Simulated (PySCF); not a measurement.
# Pb(NCS)2: other functionals and bases at one geometry

Aim: see how levels, charges and forces of Pb(NCS)2 depend on the level of theory. The species was built from a template and needn't be a known compound.

The runs use PySCF 2.14.0; several levels, as the steps say, no spin–orbit coupling.

1 further run of the same task is left out (for a known fault of the program).

## (1) The system as given

7 atoms, charge 0, spin multiplicity 1.

Bond lengths: Pb1–N2 2.187 Å, Pb1–N5 2.187 Å, N2–C3 1.199 Å, C3–S4 1.584 Å, N5–C6 1.199 Å, C6–S7 1.584 Å. Angles: N2–Pb1–N5 93.6°, Pb1–N2–C3 158.5°, N2–C3–S4 178.8°, Pb1–N5–C6 158.5°, N5–C6–S7 178.8°.

As a file:

```tsv
atom	x (Å)	y (Å)	z (Å)
Pb1	0.00000	0.00000	-1.03674
N2	1.59379	0.00000	0.46103
C3	2.70745	0.00000	0.90403
S4	4.16733	0.00000	1.51953
N5	-1.59379	0.00000	0.46103
C6	-2.70745	0.00000	0.90403
S7	-4.16733	0.00000	1.51953
```

Formal oxidation states: Pb +2. An earlier session relaxed this geometry at PBE0, Pb def2-SVP with ECP60, N def2-SVP, C def2-SVP, S def2-SVP (singlet, point group C2v).

At PBE0 on the finer grid: E = -1174.127613 Eh, HOMO -6.94 eV, LUMO -3.59 eV, Mulliken charge on Pb1 +0.93 e, largest force component 0.008 eV/Å. 

Levels to run: M06-L; B3LYP; PBE0, TZVP. Hardware: 2 threads of Arm Neoverse V1, shared host.

## (2) M06-L

run.py (the lines that set the calculation) reads:

```python
mol = gto.M(atom='''
Pb     0.00000     0.00000    -1.03674
N      1.59379     0.00000     0.46103
C      2.70745     0.00000     0.90403
S      4.16733     0.00000     1.51953
N     -1.59379     0.00000     0.46103
C     -2.70745     0.00000     0.90403
S     -4.16733     0.00000     1.51953''',
    basis={'Pb': 'def2-SVP', 'N': 'def2-SVP', 'C': 'def2-SVP', 'S': 'def2-SVP'},
    ecp={'Pb': 'def2-SVP'},
    charge=0, spin=0)
mf = dft.RKS(mol, xc='M06L')
mf.grids.atom_grid = (75, 302)
mf = mf.density_fit()  # fitting sets: Pb def2-universal-JKFIT, N def2-universal-JKFIT, C def2-universal-JKFIT, S def2-universal-JKFIT
mf.conv_tol = 1e-08; mf.max_cycle = 55
mf.kernel(dm0)  # dm0: the density of the relaxed state
```

Started as:

```console
> OMP_NUM_THREADS=2 python run.py
```

## (3) B3LYP

Changes to run.py (the lines that set the calculation) since step 2:

```diff
@@ -11,3 +11,3 @@
     charge=0, spin=0)
-mf = dft.RKS(mol, xc='M06L')
+mf = dft.RKS(mol, xc='B3LYP')
 mf.grids.atom_grid = (75, 302)
```

## (4) PBE0, TZVP

Basis: Pb def2-TZVP with ECP60, N def2-TZVP, C def2-TZVP, S def2-TZVP. 

Changes to run.py (the lines that set the calculation) since step 3:

```diff
@@ -8,6 +8,6 @@
 S     -4.16733     0.00000     1.51953''',
-    basis={'Pb': 'def2-SVP', 'N': 'def2-SVP', 'C': 'def2-SVP', 'S': 'def2-SVP'},
-    ecp={'Pb': 'def2-SVP'},
+    basis={'Pb': 'def2-TZVP', 'N': 'def2-TZVP', 'C': 'def2-TZVP', 'S': 'def2-TZVP'},
+    ecp={'Pb': 'def2-TZVP'},
     charge=0, spin=0)
-mf = dft.RKS(mol, xc='B3LYP')
+mf = dft.RKS(mol, xc='PBE0')
 mf.grids.atom_grid = (75, 302)
@@ -15,2 +15,2 @@
 mf.conv_tol = 1e-08; mf.max_cycle = 55
-mf.kernel(dm0)  # dm0: the density of the relaxed state
+mf.kernel(dm0)  # dm0: free metal ions and neutral atoms
```

**Question.** What will these runs give? Wanted: for each run, HOMO; gap; charge on Pb1; dipole; largest force.

**Answer**, as computed:

| level | state | HOMO (eV) | gap (eV) | charge on Pb1 (e) | dipole (D) | largest force (eV/Å) | basis functions | time |
| --- | --- | --- | --- | --- | --- | --- | --- | --- |
| PBE0 (relaxed here) | singlet | -6.94 | 3.35 | 0.93 | 5.95 | 0.01 | 118 | 22 s |
| M06-L | singlet | -6.10 | 2.19 | 1.00 | 6.11 | 0.51 | 118 | 11 s |
| B3LYP | singlet | -6.64 | 2.92 | 0.87 | 5.61 | 0.31 | 118 | 9.1 s |
| PBE0, TZVP | singlet | -7.05 | 3.39 | 0.92 | 6.01 | 0.47 | 248 | 37 s |

Times are on 2 threads of Arm Neoverse V1, shared host; the first row also made further properties.

In one basis the HOMO–LUMO gap runs from 2.19 eV (M06-L) to 3.35 eV (PBE0). The largest leftover force, 0.51 eV/Å with M06-L, stands at a geometry relaxed at another level. The Mulliken charge on Pb spans +0.87 to +1.00 e over the levels. Total energies of different levels can't be compared. Spin–orbit coupling is left out throughout.
